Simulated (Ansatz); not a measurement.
# C2H5AlN2: the cost of one run

Program: Ansatz 0.2.0, Gaussian basis. Level of theory: the settings change from run to run. These are calculated values, not measurements.

## Step 1: The molecule

An earlier PBE0-D4 in a triple-zeta def2 set relaxation fixed the geometry.

SMILES `C#[C][Al]([NH2])[NH2]`, 10 atoms, charge 0, spin multiplicity 1.

Atoms are counted from 1 here; the program's logs count them from 0.

Bond lengths: C1–C2 1.210 Å, C1–H6 1.067 Å, C2–Al3 1.908 Å, Al3–N4 1.763 Å, Al3–N5 1.763 Å, N4–H7 1.006 Å, N4–H8 1.006 Å, N5–H9 1.006 Å, N5–H10 1.006 Å. Angles: C2–C1–H6 180.0°, C1–C2–Al3 180.0°, C2–Al3–N4 118.9°, C2–Al3–N5 118.9°, N4–Al3–N5 122.2°, Al3–N4–H7 126.4°, Al3–N4–H8 123.3°, H7–N4–H8 110.4°, Al3–N5–H9 123.3°, Al3–N5–H10 126.4°, H9–N5–H10 110.4°.

## Step 2: wB97M-V/x2c-TZVPPall

Options: a point charge of 1.00 e beside it.

in.yaml reads:

```yaml
crystal:
  periodic: [false, false, false]
  atoms:
    - {symbol: C, position_ang: [-2.368108, 1.221077, 0.873257]}
    - {symbol: C, position_ang: [-1.345947, 0.693568, 0.497828]}
    - {symbol: Al, position_ang: [0.265684, -0.137975, -0.094220]}
    - {symbol: N, position_ang: [0.247640, -1.861062, -0.467048]}
    - {symbol: N, position_ang: [1.722423, 0.842863, -0.249857]}
    - {symbol: H, position_ang: [-3.269072, 1.686027, 1.204194]}
    - {symbol: H, position_ang: [1.027357, -2.410809, -0.785854]}
    - {symbol: H, position_ang: [-0.574759, -2.435247, -0.383727]}
    - {symbol: H, position_ang: [1.750005, 1.827095, -0.041294]}
    - {symbol: H, position_ang: [2.627676, 0.523364, -0.550280]}
basis:
  gaussian: {orbitals: x2c-TZVPPall, point_charges: [{charge: 1.00, position_ang: [6.316, 0.384, 0.463]}]}
hamiltonian: {xc: {name: wB97M-V}}
```

Launch:

```sh
> ansatz run in.yaml --threads 2 --pin off --events-out ev --progress --plain --max-ram 4352MiB
```

What time and memory should one allow on 2 threads of Arm Neoverse V1, shared host?

About 14 s, with a peak of 0.53 GiB.
